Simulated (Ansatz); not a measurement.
# LiTbBr3: the cost of one run

Method: DFT PBE, scalar-relativistic, plane waves, PAW; 4f electrons in the core of a trivalent norm-conserving potential, in Ansatz 0.2.0.

1 further run of the same task is left out (it didn't finish). Runs told in other sessions of the task aren't counted.

## Step 1: The starting structure

Symmetry: P6/mmm, No. 191, hexagonal system. The conventional cell has a = 5.533 Å, b = 5.533 Å, c = 5.324 Å, α = 90.00°, β = 90.00°, γ = 120.00°. Li (site symmetry 6/mmm) has 2 Tb at 2.66 Å and 6 Br at 2.77 Å in its first shell of neighbours. Around Tb (site symmetry 6/mmm) lie 2 Li at 2.66 Å. Br (site symmetry mmm) has 2 Li at 2.77 Å and 4 Br at 2.77 Å in its first shell of neighbours.

Coordinates:

```cif
data_structure
_symmetry_space_group_name_H-M 'P 1'
_symmetry_Int_Tables_number 1
_cell_length_a 5.5332
_cell_length_b 5.5332
_cell_length_c 5.3239
_cell_angle_alpha 90.000
_cell_angle_beta 90.000
_cell_angle_gamma 120.000
_cell_volume 141.16
loop_
_atom_site_label
_atom_site_type_symbol
_atom_site_fract_x
_atom_site_fract_y
_atom_site_fract_z
_atom_site_occupancy
Li1 Li 0.00000 0.00000 0.00000 1
Tb1 Tb 0.00000 0.00000 0.50000 1
Br1 Br 0.50000 0.00000 0.00000 1
Br2 Br 0.00000 0.50000 0.00000 1
Br3 Br 0.50000 0.50000 0.00000 1
```

A structure generator made this guess: random cell by space group and Wyckoff sites (P6/mmm, No. 191). Its size is a rough estimate.

## Step 2: The guess as it stands, on a coarse mesh

Input file input.yaml:

```yaml
crystal:
  lattice:
    - [5.53318521, 0.0, 0.0]
    - [-2.76659261, 4.79187896, 0.0]
    - [0.0, 0.0, 5.32389057]
  atoms:
    - { symbol: Li, position: [0.0, 0.0, 0.0] }
    - { symbol: Tb, position: [0.0, 0.0, 0.5] }
    - { symbol: Br, position: [0.5, 0.0, 0.0] }
    - { symbol: Br, position: [0.0, 0.5, 0.0] }
    - { symbol: Br, position: [0.5, 0.5, 0.0] }
basis:
  ecutwfc: 690
kpoints:
  mp_grid: { grid: [6, 6, 4] }
hamiltonian:
  xc: pbe
  pseudopotentials:
    kind: paw
    azcp: { Tb: "pseudopotentials/pbe/nc/lanthanide_3plus/Tb.nc.azcp" }
scf:
  occupations: { method: gaussian, width: 0.1 }
  lower_state_search: "off"
output:
  forces: true
  stress: true
  eigenvalues: true
```

Launch:

```console
> ansatz run input.yaml --threads 1 --pin off --max-ram 2560MiB --backend cpu --events-out ev --progress --plain --runs-dir out
```

What time and memory should one allow on 1 thread of Intel Xeon at 2.50GHz (Skylake/Cascade Lake), shared host?

About 22 s, with a peak of 0.49 GiB.
